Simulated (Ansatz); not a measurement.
**C3H8Ge: up Jacob's ladder to CCSD(T)**

An exercise on one series of results from a longer session: the logs are not shown, and one member is left open.

Program: Ansatz 0.2.0, Gaussian basis. Level of theory: functionals in def2-TZVPP, the program's frozen cores in correlated methods. These are calculated values, not measurements.

Plan: PBE-D4, r2SCAN-D4, PBE0-D4, B3LYP-D4, ωB97X-V, ωB97M-V, B2PLYP; CCSD(T)/def2-TZVPP; MP2/def2-QZVPP; extrapolation to the limit.

**Structure used throughout**

All runs share one geometry, relaxed beforehand with PBE0-D4 in a triple-zeta def2 set.

SMILES `C[CH]1[CH2][GeH2]1`, 12 atoms, charge 0, spin multiplicity 1.

Atoms are counted from 1 here; the program's logs count them from 0.

Bond lengths: C1–C2 1.505 Å, C1–H5 1.092 Å, C1–H6 1.094 Å, C1–H7 1.097 Å, C2–C3 1.524 Å, C2–Ge4 1.950 Å, C2–H8 1.087 Å, C3–Ge4 1.947 Å, C3–H9 1.086 Å, C3–H10 1.085 Å, Ge4–H11 1.524 Å, Ge4–H12 1.523 Å. Angles: C2–C1–H5 111.6°, C2–C1–H6 111.4°, C2–C1–H7 110.8°, H5–C1–H6 107.5°, H5–C1–H7 108.0°, H6–C1–H7 107.2°, C1–C2–C3 118.2°, C1–C2–Ge4 121.5°, C1–C2–H8 114.1°, C3–C2–Ge4 66.9°, C3–C2–H8 114.0°, Ge4–C2–H8 114.1°, C2–C3–Ge4 67.1°, C2–C3–H9 116.2°, C2–C3–H10 117.6°, Ge4–C3–H9 117.1°, Ge4–C3–H10 118.3°, H9–C3–H10 113.2° and more.

Set-up of the first run:

Contents of in.yaml:

```yaml
crystal:
  periodic: [false, false, false]
  atoms:
    - {symbol: C, position_ang: [-0.685987, 1.210341, 0.692384]}
    - {symbol: C, position_ang: [-0.444455, 0.158152, -0.355637]}
    - {symbol: C, position_ang: [0.987264, -0.081148, -0.818459]}
    - {symbol: Ge, position_ang: [0.225778, -1.611421, 0.113943]}
    - {symbol: H, position_ang: [-1.689304, 1.133096, 1.116569]}
    - {symbol: H, position_ang: [0.027904, 1.124745, 1.516545]}
    - {symbol: H, position_ang: [-0.573195, 2.215683, 0.269320]}
    - {symbol: H, position_ang: [-1.175997, 0.156230, -1.159957]}
    - {symbol: H, position_ang: [1.758222, 0.480758, -0.299988]}
    - {symbol: H, position_ang: [1.163611, -0.164484, -1.885416]}
    - {symbol: H, position_ang: [0.674859, -1.851308, 1.550414]}
    - {symbol: H, position_ang: [-0.191601, -2.825643, -0.705717]}
basis:
  gaussian: {orbitals: def2-TZVPP}
hamiltonian: {xc: pbe, dispersion: d4}
output: {forces: true, orbitals: {seedname: orbitals}}
```

Run with:

```bash
> ansatz run in.yaml --threads 4 --pin off --events-out ev --progress --plain --max-ram 10444MiB
```

Among the steps run: PBE-D4 (GGA); r2SCAN-D4 (meta-GGA); PBE0-D4 (hybrid); B3LYP-D4 (hybrid); ωB97X-V (range-separated); ωB97M-V (range-separated); B2PLYP (double hybrid); CCSD(T) in def2-TZVPP; MP2 in def2-QZVPP.

One table of the session follows, with a row left open; its other results are not shown here.

It belongs to the step «Atomisation energies». 

```
            method  atomisation energy (kcal/mol)
            PBE-D4                         1043.7
         r2SCAN-D4                         1032.2
           PBE0-D4                         1033.0
          B3LYP-D4                         1025.8
           ωB97X-V                         1031.0
           ωB97M-V                         1027.9
            B2PLYP                         1017.2
     HF/def2-TZVPP                          761.3
    MP2/def2-TZVPP                         1016.8
   CCSD/def2-TZVPP                          996.5
CCSD(T)/def2-TZVPP                         1010.0
           MP2/CBS                         1038.1
       CCSD(T)/CBS                              ?
```

**Question.** Estimate the row for CCSD(T)/CBS.

As computed: atomisation energy (kcal/mol): 1031.4. In the column «atomisation energy (kcal/mol)» it lies between ωB97X-V (1031.0) and r2SCAN-D4 (1032.2).
